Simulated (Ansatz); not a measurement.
# CH₅F₂NZr: small, medium and large basis sets

One table from this session's results is given with a row withheld; the runs are named, their logs left out.

The runs use Ansatz 0.2.0, Gaussian basis; one geometry, several basis sets.

Plan: PBE0-D4/def2-SVP; ωB97M-V/def2-SVP; PBE0-D4/def2-QZVPP; ωB97M-V/def2-QZVPP; the functionals' def2-TZVPP values are taken from earlier runs.

**The geometry**

The geometry comes from an earlier relaxation with PBE0-D4 in a triple-zeta def2 set; it is a stationary point, not always the lowest conformer. Zr takes the def2 core potential; no spin-orbit term is included.

SMILES `[CH3][Zr]([NH2])([F])[F]`, 10 atoms, charge 0, spin multiplicity 1.

Atoms are counted from 1 here; the program's logs count them from 0.

Bond lengths: C1–Zr2 2.220 Å, C1–H6 1.097 Å, C1–H7 1.095 Å, C1–H8 1.095 Å, Zr2–N3 2.018 Å, Zr2–F4 1.909 Å, Zr2–F5 1.909 Å, N3–H9 1.012 Å, N3–H10 1.012 Å. Angles: Zr2–C1–H6 110.3°, Zr2–C1–H7 111.7°, Zr2–C1–H8 111.7°, H6–C1–H7 107.7°, H6–C1–H8 107.8°, H7–C1–H8 107.5°, C1–Zr2–N3 105.0°, C1–Zr2–F4 105.8°, C1–Zr2–F5 105.8°, N3–Zr2–F4 110.8°, N3–Zr2–F5 110.8°, F4–Zr2–F5 117.7°, Zr2–N3–H9 125.7°, Zr2–N3–H10 125.7°, H9–N3–H10 108.5°.

As a file:

```
C    -1.53259   -0.40622    0.20363
Zr    0.28491    0.57312   -0.61125
N     1.81109   -0.15469    0.49080
F     0.41983   -0.01049   -2.42390
F     0.05305    2.44169   -0.29628
H    -2.42320   -0.06522   -0.33863
H    -1.48149   -1.49621    0.10966
H    -1.67722   -0.17271    1.26380
H     2.17986    0.26109    1.33617
H     2.36575   -0.97036    0.26600
```

Set-up of the first run:

The input, in.yaml:

```yaml
crystal:
  periodic: [false, false, false]
  atoms:
    - {symbol: C, position_ang: [-1.532590, -0.406221, 0.203630]}
    - {symbol: Zr, position_ang: [0.284911, 0.573115, -0.611251]}
    - {symbol: N, position_ang: [1.811090, -0.154690, 0.490801]}
    - {symbol: F, position_ang: [0.419834, -0.010492, -2.423896]}
    - {symbol: F, position_ang: [0.053047, 2.441691, -0.296284]}
    - {symbol: H, position_ang: [-2.423199, -0.065216, -0.338629]}
    - {symbol: H, position_ang: [-1.481491, -1.496211, 0.109662]}
    - {symbol: H, position_ang: [-1.677222, -0.172710, 1.263798]}
    - {symbol: H, position_ang: [2.179859, 0.261094, 1.336168]}
    - {symbol: H, position_ang: [2.365751, -0.970359, 0.266004]}
basis:
  gaussian: {orbitals: def2-SVP}
hamiltonian: {xc: pbe0, dispersion: d4}
output: {orbitals: {seedname: orbitals}}
```

The run is started by

```
$ ansatz run in.yaml --threads 4 --pin off --events-out ev --progress --plain --max-ram 10444MiB
```

Among the steps run: PBE0-D4 in def2-SVP; ωB97M-V in def2-SVP; PBE0-D4 in def2-QZVPP; ωB97M-V in def2-QZVPP.

One table of the session follows, with a row left open; its other results are not shown here.

It belongs to the step «Functionals by basis». 

```
functional       basis  HOMO (eV)
   PBE0-D4    def2-SVP      -7.59
   PBE0-D4  def2-TZVPP          ?
   PBE0-D4  def2-QZVPP      -7.68
   ωB97M-V    def2-SVP      -9.88
   ωB97M-V  def2-TZVPP      -9.97
   ωB97M-V  def2-QZVPP      -9.98
```

**Question.** Estimate the row for PBE0-D4, def2-TZVPP.

As computed: HOMO (eV): -7.67. In the column «HOMO (eV)» it lies between PBE0-D4, def2-QZVPP (-7.68) and PBE0-D4, def2-SVP (-7.59).
